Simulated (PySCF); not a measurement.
# [HfO(OH)]+: other functionals and bases at one geometry

Aim: see how levels, charges and forces of [HfO(OH)]+ depend on the level of theory. It is a constructed species; whether it can be made isn't addressed.

Method: several levels, as the steps say, no spin–orbit coupling; program: PySCF 2.14.0.

1 further run of the same task is left out (for a known fault of the program).

## (1) Where the work starts

4 atoms, charge 1, spin multiplicity 1.

Bond lengths: Hf1–O2 1.719 Å, Hf1–O3 1.879 Å, O3–H4 0.968 Å. Angles: O2–Hf1–O3 105.4°, Hf1–O3–H4 141.6°.

Geometry (Å):

```xyz
4

Hf    0.0036   -0.0343   -0.4532
O     1.0655    0.0258    0.8970
O    -1.7283    0.0254    0.2728
H    -2.1948    0.0720    1.1193
```

Formal oxidation states: Hf +4. An earlier session relaxed this geometry at PBE0, Hf def2-SVP with ECP60, O def2-SVP, H def2-SVP (singlet, point group Cs).

At PBE0 on the finer grid: E = -198.563675 Eh, HOMO -14.22 eV, LUMO -8.85 eV, Mulliken charge on Hf1 +1.34 e, largest force component 0.016 eV/Å. 

Levels to run: PBE; TPSSh; PBE0, TZVP. Hardware: 2 threads of Arm Neoverse V1, shared host.

## (2) PBE

run.py (the lines that set the calculation)

```python
mol = gto.M(atom='''
Hf     0.00355    -0.03430    -0.45317
O      1.06546     0.02581     0.89703
O     -1.72833     0.02538     0.27279
H     -2.19479     0.07199     1.11926''',
    basis={'Hf': 'def2-SVP', 'O': 'def2-SVP', 'H': 'def2-SVP'},
    ecp={'Hf': 'def2-SVP'},
    charge=1, spin=0)
mf = dft.RKS(mol, xc='PBE')
mf.grids.atom_grid = (75, 302)
mf = mf.density_fit()  # fitting sets: Hf def2-universal-JKFIT, O def2-universal-JKFIT, H def2-universal-JKFIT
mf.conv_tol = 1e-08; mf.max_cycle = 55
mf.kernel(dm0)  # dm0: the density of the relaxed state
```

Launch:

```
> OMP_NUM_THREADS=2 python run.py
```

## (3) TPSSh

Changes to run.py (the lines that set the calculation) since step 2:

```diff
@@ -8,3 +8,3 @@
     charge=1, spin=0)
-mf = dft.RKS(mol, xc='PBE')
+mf = dft.RKS(mol, xc='TPSSH')
 mf.grids.atom_grid = (75, 302)
```

## (4) PBE0, TZVP

Basis: Hf def2-TZVP with ECP60, O def2-TZVP, H def2-TZVP. 

run.py (the lines that set the calculation)

```python
mol = gto.M(atom='''
Hf     0.00355    -0.03430    -0.45317
O      1.06546     0.02581     0.89703
O     -1.72833     0.02538     0.27279
H     -2.19479     0.07199     1.11926''',
    basis={'Hf': 'def2-TZVP', 'O': 'def2-TZVP', 'H': 'def2-TZVP'},
    ecp={'Hf': 'def2-TZVP'},
    charge=1, spin=0)
mf = dft.RKS(mol, xc='PBE0')
mf.grids.atom_grid = (75, 302)
mf = mf.density_fit()  # fitting sets: Hf def2-universal-JKFIT, O def2-universal-JKFIT, H def2-universal-JKFIT
mf.conv_tol = 1e-08; mf.max_cycle = 55
mf.kernel(dm0)  # dm0: free metal ions and neutral atoms
```

Before running it: what results should come out? Wanted: for each run, HOMO; gap; charge on Hf1; dipole; largest force.

The runs gave:

| level | state | HOMO (eV) | gap (eV) | charge on Hf1 (e) | dipole (D) | largest force (eV/Å) | basis functions | time |
| --- | --- | --- | --- | --- | --- | --- | --- | --- |
| PBE0 (relaxed here) | singlet | -14.22 | 5.36 | 1.34 | 4.53 | 0.02 | 65 | 3.1 s |
| PBE | singlet | -12.68 | 2.98 | 1.21 | 4.02 | 1.07 | 65 | 1.8 s |
| TPSSh | singlet | -13.30 | 4.19 | 1.33 | 4.41 | 0.80 | 65 | 2.1 s |
| PBE0, TZVP | singlet | -14.22 | 5.32 | 1.64 | 4.68 | 0.47 | 108 | 3.7 s |

Times are on 2 threads of Arm Neoverse V1, shared host; the first row also made further properties. The dipole of a charged species depends on the origin, so these sizes hold for this origin alone.

In one basis the HOMO–LUMO gap runs from 2.98 eV (PBE) to 5.36 eV (PBE0). The largest leftover force, 1.07 eV/Å with PBE, stands at a geometry relaxed at another level. The Mulliken charge on Hf spans +1.21 to +1.64 e over the levels. Total energies of different levels can't be compared. Spin–orbit coupling is left out throughout.
